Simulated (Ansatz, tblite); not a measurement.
# SnMe2 (C2H6Sn): rung by rung

Aim: run the singlet of SnMe2 (C2H6Sn) at one geometry on many levels, and compare frontier levels, spin and run time.

Computed with Ansatz 0.2.0, Gaussian basis. Level: as each input shows.

Levels to be run: GFN1-xTB, GFN2-xTB, PBE-D4/def2-TZVP, r2SCAN-D4/def2-TZVP, PBE-QIDH/def2-TZVP, ωB97X-V/def2-TZVP, revPBE-D4/def2-TZVP, r2SCAN0-D4/def2-TZVP, r2SCANh-D4/def2-TZVP, BLYP-D4/def2-TZVP, LDA/def2-TZVP, PBE-D4/def2-SVP, PBE0-D4/def2-SVP, PBE0-D4/def2-TZVPD, PBE-D4/def2-TZVPD, r2SCAN-D4/def2-TZVPD, CCSD(T)/def2-TZVPP, MP2/def2-TZVP, RPA/def2-TZVP.

### 1 The relaxed structure

The geometry is that of the singlet, from an earlier relaxation (PBE0-D4/def2-TZVP).

9 atoms, charge 0, spin multiplicity 1.

Bond lengths: Sn1–C2 2.190 Å, Sn1–C6 2.190 Å, C2–H3 1.095 Å, C2–H4 1.095 Å, C2–H5 1.090 Å, C6–H7 1.095 Å, C6–H8 1.095 Å, C6–H9 1.090 Å. Angles: C2–Sn1–C6 93.0°, Sn1–C2–H3 109.2°, Sn1–C2–H4 109.5°, Sn1–C2–H5 112.9°, H3–C2–H4 107.1°, H3–C2–H5 108.9°, H4–C2–H5 109.1°, Sn1–C6–H7 109.1°, Sn1–C6–H8 109.7°, Sn1–C6–H9 112.9°, H7–C6–H8 107.1°, H7–C6–H9 108.9°, H8–C6–H9 109.1°.

As a file:

```mol
C2H6Sn
  3D, bonds by distance, orders not assigned

  9  8  0  0  0  0  0  0  0  0999 V2000
    0.0032    0.0116   -1.5285 Sn  0  0
    1.5883   -0.0127   -0.0173 C   0  0
    1.4873   -0.9141    0.5963 H   0  0
    1.4700    0.8462    0.6514 H   0  0
    2.5880    0.0092   -0.4518 H   0  0
   -1.5882    0.0117   -0.0236 C   0  0
   -1.4985    0.9130    0.5921 H   0  0
   -1.4643   -0.8471    0.6438 H   0  0
   -2.5858   -0.0177   -0.4624 H   0  0
  1  2  8  0
  1  6  8  0
  2  3  8  0
  2  4  8  0
  2  5  8  0
  6  7  8  0
  6  8  8  0
  6  9  8  0
M  END
```

Sn takes a core potential in the def2 sets. No spin-orbit coupling is included.

PBE0-D4/def2-TZVP was run before; its log isn't repeated, and its numbers join the tables.

### 2 GFN1-xTB

Tight binding, by tblite at 300 K electronic temperature and without a spin-polarisation term:

```python
tblite.interface.Calculator('GFN1-xTB', numbers, positions, charge=0, uhf=0).singlepoint()
```

Energy -269.7459 eV, HOMO -10.61 eV, LUMO -7.88 eV; 0.003 s.

### 3 GFN2-xTB

Tight binding, by tblite at 300 K electronic temperature and without a spin-polarisation term:

```python
tblite.interface.Calculator('GFN2-xTB', numbers, positions, charge=0, uhf=0).singlepoint()
```

Energy -256.1433 eV, HOMO -9.74 eV, LUMO -6.95 eV; 0.003 s.

### 4 PBE-D4/def2-TZVP

start.molden holds the orbitals of an earlier run on this state, given as this run's starting guess.

The input, in.yaml:

```yaml
crystal:
  periodic: [false, false, false]
  atoms:
    - {symbol: Sn, position_ang: [0.003173, 0.011591, -1.528500]}
    - {symbol: C, position_ang: [1.588308, -0.012661, -0.017287]}
    - {symbol: H, position_ang: [1.487316, -0.914116, 0.596335]}
    - {symbol: H, position_ang: [1.470003, 0.846189, 0.651359]}
    - {symbol: H, position_ang: [2.587982, 0.009156, -0.451843]}
    - {symbol: C, position_ang: [-1.588181, 0.011674, -0.023626]}
    - {symbol: H, position_ang: [-1.498490, 0.913036, 0.592132]}
    - {symbol: H, position_ang: [-1.464292, -0.847135, 0.643833]}
    - {symbol: H, position_ang: [-2.585830, -0.017733, -0.462394]}
basis:
  gaussian: {orbitals: def2-TZVP, initial_orbitals: start.molden}
hamiltonian: {xc: pbe, dispersion: d4}
scf: {omitted_lower_state_checks: [starts]}
output: {orbitals: {seedname: orbitals}}
```

Started as:

```console
$ ansatz run in.yaml --threads 4 --pin off --events-out ev --progress --plain --max-ram 3916MiB
```

The runs that follow: r2SCAN-D4/def2-TZVP; PBE-QIDH/def2-TZVP; ωB97X-V/def2-TZVP; revPBE-D4/def2-TZVP; r2SCAN0-D4/def2-TZVP; r2SCANh-D4/def2-TZVP; BLYP-D4/def2-TZVP; LDA/def2-TZVP; PBE-D4/def2-SVP; PBE0-D4/def2-SVP; PBE0-D4/def2-TZVPD; PBE-D4/def2-TZVPD; r2SCAN-D4/def2-TZVPD; CCSD(T)/def2-TZVPP; MP2/def2-TZVP; RPA/def2-TZVP.

Before running them: what should the planned runs give, taken together? Wanted: gap in def2-TZVP, named functionals, smallest and largest; correlation energy, CCSD(T)/def2-TZVPP; correlation energy, MP2/def2-TZVP; binding an atom, CCSD(T)/def2-TZVPP; PBE0 total energy, smallest basis above largest.

The runs gave:

| quantity | value |
| --- | --- |
| gap in def2-TZVP, named functionals, smallest and largest | 1.84 eV (LDA), 7.64 eV (ωB97X-V) |
| correlation energy, CCSD(T)/def2-TZVPP | -19.73 eV |
| correlation energy, MP2/def2-TZVP | -17.95 eV |
| binding an atom, CCSD(T)/def2-TZVPP | 3.458 eV |
| PBE0 total energy, smallest basis above largest | 2.66 eV (def2-SVP, def2-TZVPD) |

**Reading.** Over the named functionals in def2-TZVP the gap runs from 1.84 eV (LDA) to 7.64 eV (ωB97X-V); exact exchange widens it. The functionals in def2-TZVP miss CCSD(T)/def2-TZVPP by +0.023 (r2SCAN0-D4) to +0.505 eV (LDA) an atom. CCSD(T)/def2-TZVPP isn't at the basis-set limit; small misses against it rank nothing.
